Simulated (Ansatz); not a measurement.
# MgSbP: the cost of one run

Method: DFT PBE, scalar-relativistic, plane waves, PAW, in Ansatz 0.2.0.

2 further runs of the same task are left out: 1 that didn't finish, 1 set aside as unsound or not needed.

**1. The starting structure**

Symmetry: P-3m1, No. 164, trigonal system. Conventional cell: a = 3.670 Å, b = 3.670 Å, c = 6.116 Å, α = 90.00°, β = 90.00°, γ = 120.00°. Around Mg (site symmetry 3m) lie 3 P at 2.14 Å and 4 Sb at 2.23 to 2.28 Å. Around Sb (site symmetry 3m) lie 4 Mg at 2.23 to 2.28 Å and 3 P at 2.41 Å and 3 Sb at 2.54 Å. P (site symmetry 3m) has 3 Mg at 2.14 Å and 3 Sb at 2.41 Å and 1 P at 2.42 Å as nearest neighbours.

Coordinates:

```
Mg Sb P
1.0
     3.67039    0.00000    0.00000
    -1.83520    3.17865    0.00000
     0.00000    0.00000    6.11569
Mg Sb P
2 2 2
Cartesian
  0.0000 2.1191 1.5289
  1.8352 1.0596 4.5868
  0.0000 2.1191 3.7587
  1.8352 1.0596 2.3570
  0.0000 0.0000 4.9082
  0.0000 0.0000 1.2075
```

Recipe of the guess: 4-, 6-connected net, elements by coordination, guests in its cages (P-3m1, No. 164). Its size is a rough estimate.

**2. The guess as it stands, on a coarse mesh**

Input file input.yaml:

```yaml
crystal:
  lattice:
    - [3.67039142, 0.0, 0.0]
    - [-1.83519571, 3.17865222, 0.0]
    - [0.0, 0.0, 6.11568859]
  atoms:
    - { symbol: Mg, position: [0.33333333, 0.66666667, 0.25] }
    - { symbol: Mg, position: [0.66666667, 0.33333333, 0.75] }
    - { symbol: Sb, position: [0.33333333, 0.66666667, 0.61460589] }
    - { symbol: Sb, position: [0.66666667, 0.33333333, 0.38539411] }
    - { symbol: P, position: [0.0, 0.0, 0.8025568] }
    - { symbol: P, position: [0.0, 0.0, 0.1974432] }
basis:
  ecutwfc: 420
kpoints:
  mp_grid: { grid: [6, 6, 4] }
hamiltonian:
  xc: pbe
scf:
  occupations: { method: gaussian, width: 0.1 }
  lower_state_search: "off"
output:
  forces: true
  stress: true
  eigenvalues: true
```

Run with:

```bash
> ansatz run input.yaml --threads 1 --pin off --max-ram 2560MiB --backend cpu --events-out ev --progress --plain --runs-dir out
```

**Question.** How long does this run take on 1 thread of Arm Neoverse V2, shared host, and how much memory does it need?

About 3.8 s, with a peak of 0.34 GiB.
